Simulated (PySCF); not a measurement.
# C4H12OSi2: the cost of one run

Programs: PySCF 2.14.0, with routines of our own; each step states its level. All values are computed. Atoms count from 0.

## (1) The starting structure

19 atoms, charge 0, multiplicity 1; geometry from: GFN2-xTB.

## (2) Magnetic properties: GIAO KT3/pcSseg-1

What the job is given:

```
{"job": {"kind": "mag", "xc": "KT3", "basis": "pcSseg-1", "isotopologues": 2}, "charge": 0, "multiplicity": 1}
C     -2.510142     0.070918     0.653062
Si    -1.103925     0.525570    -0.552735
C     -0.090440    -1.068754    -0.923437
C      1.024131    -1.317943     0.095481
C      2.113127    -0.242369     0.095400
O      1.728562     0.945455     0.722947
Si     0.509842     1.942329     0.302256
H     -3.136633    -0.721928     0.253607
H     -2.125190    -0.265421     1.612095
H     -3.149731     0.927958     0.841420
H     -1.733280     0.921030    -1.830696
H      0.360739    -0.998421    -1.915737
H     -0.738654    -1.947478    -0.943361
H      1.509866    -2.274177    -0.119689
H      0.605654    -1.377442     1.102890
H      2.985874    -0.609531     0.647982
H      2.426040    -0.034717    -0.936455
H      0.999446     2.913780    -0.692574
H      0.314911     2.620391     1.580082
```

Level: GIAO KT3/pcSseg-1 magnetisability, rotational g tensor and spin-rotation constants, non-relativistic, gas phase.

The run is started by

```
OMP_NUM_THREADS=1 python excited_run.py task.json out
```

This one command runs all jobs of the session in turn.

**Question.** How long does this first job take on 1 thread of Intel Xeon 6975P-C, shared host, and how much memory does it need?

About 54 s, with a peak of 0.69 GiB.
